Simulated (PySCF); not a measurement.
# F4Ti: the cost of one run

Method: levels as typed in each script, gas phase, geometry from GFN2-xTB; program: PySCF 2.14.0.

## Step 1: The system as given

5 atoms, charge 0, spin multiplicity 1.

Bond lengths: F1–Ti2 1.692 Å, Ti2–F3 1.692 Å, Ti2–F4 1.692 Å, Ti2–F5 1.692 Å. Angles: F1–Ti2–F3 109.4°, F1–Ti2–F4 109.5°, F1–Ti2–F5 109.5°, F3–Ti2–F4 109.5°, F3–Ti2–F5 109.5°, F4–Ti2–F5 109.5°.

Geometry (Å):

```mol
F4Ti
  3D, bonds by distance, orders not assigned

  5  4  0  0  0  0  0  0  0  0999 V2000
    0.9774   -0.8138   -1.1160 F   0  0
   -0.0002    0.0000   -0.0001 Ti  0  0
    0.9774    0.8138    1.1160 F   0  0
   -0.9772   -1.1165    0.8135 F   0  0
   -0.9772    1.1165   -0.8134 F   0  0
  1  2  8  0
  2  3  8  0
  2  4  8  0
  2  5  8  0
M  END
```

## Step 2: Density, bond paths and surface potential (wB97X/def2-tzvp)

input.py

```python
import numpy as np
from pyscf import gto, scf, dft
from pyscf.scf import atom_ks, atom_hf
from scipy.linalg import block_diag

def solve(mol, dm0=None, hcore=None):
    mf = (dft.UKS if mol.spin else dft.RKS)(mol, xc='wb97x')
    mf.grids.level = 3
    mf = mf.density_fit(auxbasis='def2-universal-jkfit')
    mf.conv_tol, mf.max_cycle = 1e-8, 80
    if hcore is not None:
        mf.get_hcore = lambda *args: hcore
    mf.kernel(dm0)
    if not mf.converged:
        mf = mf.newton().run(mf.mo_coeff, mf.mo_occ, max_cycle=30)
    assert mf.converged, 'SCF not converged'
    return mf

mol = gto.M(atom='''
F      0.97741    -0.81381    -1.11596
Ti    -0.00019     0.00001    -0.00008
F      0.97743     0.81380     1.11604
F     -0.97717    -1.11651     0.81350
F     -0.97720     1.11649    -0.81338
''', basis='def2-tzvp', charge=0, spin=0, verbose=4)
mf = solve(mol)
mf.analyze()
# spherically averaged free atoms, for the promolecule
atm = atom_ks.get_atm_nrks(mol, xc='wb97x')
pro = block_diag(*[(atm[a[0]][2] * atm[a[0]][3]) @ atm[a[0]][2].T for a in mol._atom])
np.savez('result.npz', e=mf.e_tot, c=mf.mo_coeff, occ=mf.mo_occ, eps=mf.mo_energy, pro=pro, dip=mf.dip_moment(verbose=0), s2=mf.spin_square()[0])
```

Started as:

```console
$ OMP_NUM_THREADS=1 python input.py
```

**Question.** How long does this run take on 1 thread of Intel Xeon 6975P-C (Granite Rapids), shared host, and how much memory does it need?

About 12 s, with a peak of 0.64 GiB.
